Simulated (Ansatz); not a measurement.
Geometry optimisation, DFT PBE, scalar-relativistic, plane waves, PAW (Ansatz).

Input file:

```yaml
crystal:
  lattice:
    - [7.398, 0.0, 0.0]
    - [-3.699, 6.406856, 0.0]
    - [0.0, 0.0, 11.0]
  atoms:
    - { symbol: C, position: [0.0, 0.0, 0.0909091] }
    - { symbol: C, position: [0.2222222, 0.1111111, 0.0909091] }
    - { symbol: C, position: [0.0, 0.3333333, 0.0909091] }
    - { symbol: C, position: [0.2222222, 0.4444444, 0.0909091] }
    - { symbol: C, position: [0.0, 0.6666667, 0.0909091] }
    - { symbol: C, position: [0.2222222, 0.7777778, 0.0909091] }
    - { symbol: C, position: [0.3333333, 0.0, 0.0909091] }
    - { symbol: C, position: [0.5555556, 0.1111111, 0.0909091] }
    - { symbol: C, position: [0.3333333, 0.3333333, 0.0909091] }
    - { symbol: C, position: [0.5555556, 0.4444444, 0.0909091] }
    - { symbol: C, position: [0.3333333, 0.6666667, 0.0909091] }
    - { symbol: C, position: [0.5555556, 0.7777778, 0.0909091] }
    - { symbol: C, position: [0.6666667, 0.0, 0.0909091] }
    - { symbol: C, position: [0.8888889, 0.1111111, 0.0909091] }
    - { symbol: C, position: [0.6666667, 0.3333333, 0.0909091] }
    - { symbol: C, position: [0.8888889, 0.4444444, 0.0909091] }
    - { symbol: C, position: [0.6666667, 0.6666667, 0.0909091] }
    - { symbol: C, position: [0.8888889, 0.7777778, 0.0909091] }
    - { symbol: O, position: [0.7042442, 0.2950016, 0.2154545] }
    - { symbol: H, position: [0.5820329, 0.3037453, 0.2336364] }
    - { symbol: H, position: [0.6658311, 0.1534269, 0.2336364] }
basis:
  ecutwfc: 420.0
kpoints:
  mp_grid: { grid: [2, 2, 1] }
hamiltonian:
  xc: pbe
scf:
  occupations: { method: gaussian, width: 0.05 }
  lower_state_search: "off"
relax:
  f_tol: 0.03
  max_steps: 60
  adjacent_minimum: "off"
output:
  write_density: true
  write_potential: true
  elf: true
  volumetric_format: npy
```

Command:

```bash
$ ansatz run input.yaml --threads 1 --pin off --max-ram 3072MiB --backend cpu --events-out ev --progress --plain --runs-dir out
```

Problem. Where does it end, and by what steps?

Solution. The forces met the threshold. The force dipped under the threshold on the way, but the program's further checks kept it going. Limits of this set-up: slab without dipole correction, no dispersion correction for a molecule that may bind weakly. After 37 steps the energy has fallen by 7.365 eV; H20 moved furthest, 2.24 Å. The start is strongly strained (largest force component 13 eV/Å), so its close contacts needn't be bonds. Parted: C15–O19.

| step | energy less start (eV) | largest force component (eV/Å) | accepted |
| --- | --- | --- | --- |
| 0 | 0.0000 | 12.792 | yes |
| 2 | -4.6108 | 4.171 | yes |
| 4 | -6.3369 | 1.873 | yes |
| 6 | -6.9927 | 0.897 | yes |
| 8 | -7.2686 | 0.454 | yes |
| 10 | -7.3386 | 0.388 | yes |
| 12 | -7.3445 | 0.318 | yes |
| 14 | -7.3505 | 0.027 | yes |
| 16 | -7.3530 | 0.468 | yes |
| 18 | -7.3575 | 0.098 | yes |
| 20 | -7.3583 | 0.023 | yes |
| 22 | -7.3590 | 0.132 | yes |
| 24 | -7.3607 | 0.190 | yes |
| 26 | -7.3622 | 0.125 | yes |
| 28 | -7.3627 | 0.017 | yes |
| 30 | -7.3627 | 0.378 | no |
| 32 | -7.3643 | 0.077 | yes |
| 34 | -7.3647 | 0.033 | yes |
| 36 | -7.3652 | 0.048 | yes |
| 37 | -7.3653 | 0.028 | yes |

```xyz
21
Lattice="7.3980 0.0000 0.0000 -3.6990 6.4069 0.0000 0.0000 0.0000 11.0000" Properties=species:S:1:pos:R:3
C 0.064 0.007 0.719
C 1.311 0.727 0.720
C -1.166 2.158 0.719
C 0.064 2.868 0.719
C -2.387 4.283 0.719
C -1.166 4.988 0.720
C 2.533 0.022 0.721
C 3.763 0.732 0.722
C 1.311 2.148 0.719
C 2.533 2.853 0.720
C 0.064 4.279 0.719
C 1.312 4.999 0.719
C 5.012 0.012 0.720
C 6.233 0.717 0.719
C 3.764 2.144 0.721
C 5.011 2.863 0.719
C 2.534 4.294 0.719
C 3.763 5.004 0.719
O 3.829 1.501 4.349
H 2.989 1.708 4.787
H 3.580 1.361 3.420
```

Time of the run: 4.5 min on 1 thread of Arm Neoverse V1, on a shared host, peak memory 0.65 GiB.
